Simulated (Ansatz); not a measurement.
# P: the cost of one run

Method: DFT PBEsol+D3(BJ), scalar-relativistic, plane waves, PAW, in Ansatz 0.2.0.

2 further runs of the same task are left out: 2 set aside as unsound or not needed.

## 1. The system as given

The structure is orthorhombic, space group Cmce (No. 64). The conventional cell has a = 3.349 Å, b = 9.896 Å, c = 3.830 Å, α = 90.00°, β = 90.00°, γ = 90.00°. P (site symmetry m) is surrounded by 3 P at 2.23 to 2.24 Å.

Coordinates:

```xyz
4
Lattice="1.6746 -4.9478 0.0000 1.6746 4.9478 0.0000 0.0000 0.0000 3.8298" Properties=species:S:1:pos:R:3 pbc="T T T"
P     1.6746    3.8477    3.6117
P     1.6746   -1.1001    2.1330
P     1.6746   -3.8477    0.2181
P     1.6746    1.1001    1.6968
```

It is the result of an earlier relaxation at this level (volume 15.87 Å³/atom; gap on the mesh: none (metal)).

## 2. Relaxing at -2 GPa

Contents of input.yaml:

```yaml
crystal:
  lattice:
    - [1.6853995661, -4.9797751896, 0.0]
    - [1.6853995661, 4.9797751896, 0.0]
    - [0.0, 0.0, 3.8545727617]
  atoms:
    - { symbol: P, position: [0.1111676012, 0.8888323988, 0.9430552443] }
    - { symbol: P, position: [0.6111676012, 0.3888323988, 0.5569447557] }
    - { symbol: P, position: [0.8888323988, 0.1111676012, 0.0569447557] }
    - { symbol: P, position: [0.3888323988, 0.6111676012, 0.4430552443] }
basis:
  ecutwfc: 420
kpoints:
  mp_grid: { grid: [14, 14, 12] }
hamiltonian:
  xc: pbesol
  dispersion: d3bj
scf:
  occupations: { method: gaussian, width: 0.1 }
output:
  forces: true
  stress: true
  eigenvalues: true
relax:
  adjacent_minimum: "off"
  f_tol: 0.008
  max_steps: 50
  cell: { stress_tol: 0.08, p_target: -2.0 }
```

Run with:

```
ansatz run input.yaml --threads 1 --pin off --max-ram 2560MiB --backend cpu --events-out ev --progress --plain --runs-dir out
```

**Question.** How long does this run take on 1 thread of Intel Xeon Platinum 8259CL at 2.50GHz (Skylake/Cascade Lake), shared host, and how much memory does it need?

About 5.9 min, with a peak of 0.69 GiB.
